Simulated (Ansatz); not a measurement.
# Be4: the cost of one run

Program: Ansatz 0.2.0. Level of theory: CCSD(T) on Hartree-Fock, Gaussian basis aug-cc-pVTZ, and further levels as typed in the inputs. These are calculated values, not measurements.

9 further runs of the same task are left out: 9 that didn't finish.

**1. Starting point**

Bond lengths: Be1–Be2 2.049 Å, Be1–Be3 2.049 Å, Be2–Be3 2.049 Å, Be1–Be4 2.049 Å, Be2–Be4 2.049 Å, Be3–Be4 2.049 Å. Angles: Be1–Be2–Be3 60.0°, Be1–Be2–Be4 60.0°, Be3–Be2–Be4 60.0°, Be2–Be1–Be3 60.0°, Be2–Be1–Be4 60.0°, Be3–Be1–Be4 60.0°, Be1–Be3–Be2 60.0°, Be1–Be3–Be4 60.0°, Be2–Be3–Be4 60.0°, Be1–Be4–Be2 60.0°, Be1–Be4–Be3 60.0°, Be2–Be4–Be3 60.0°.

As a file:

```xyz
4

Be    0.7245    0.7245    0.7245
Be    0.7245   -0.7245   -0.7245
Be   -0.7245    0.7245   -0.7245
Be   -0.7245   -0.7245    0.7245
```

**2. Harmonic vibrations: Be4**

It takes the final geometry of an earlier run.

File input.yaml:

```yaml
crystal:
  periodic: [false, false, false]
  atoms:
    - { symbol: Be, position_ang: [0.72449619, 0.72449621, 0.72449622] }
    - { symbol: Be, position_ang: [0.72449624, -0.72449624, -0.72449623] }
    - { symbol: Be, position_ang: [-0.72449623, 0.72449608, -0.72449606] }
    - { symbol: Be, position_ang: [-0.7244962, -0.72449605, 0.72449607] }
basis:
  gaussian: { orbitals: aug-cc-pVTZ }
hamiltonian:
  xc: hf
correlation:
  method: ccsd_t
phonons: {}
```

On the command line:

```sh
$ ansatz run input.yaml --threads 4 --pin off --max-ram 12288MiB --backend cpu --events-out ev --progress --plain --runs-dir out
```

Q: Estimate wall time and peak memory on 4 threads of Intel Xeon 6975P-C (Granite Rapids), shared host.

About 6.6 min, with a peak of 4.3 GiB.
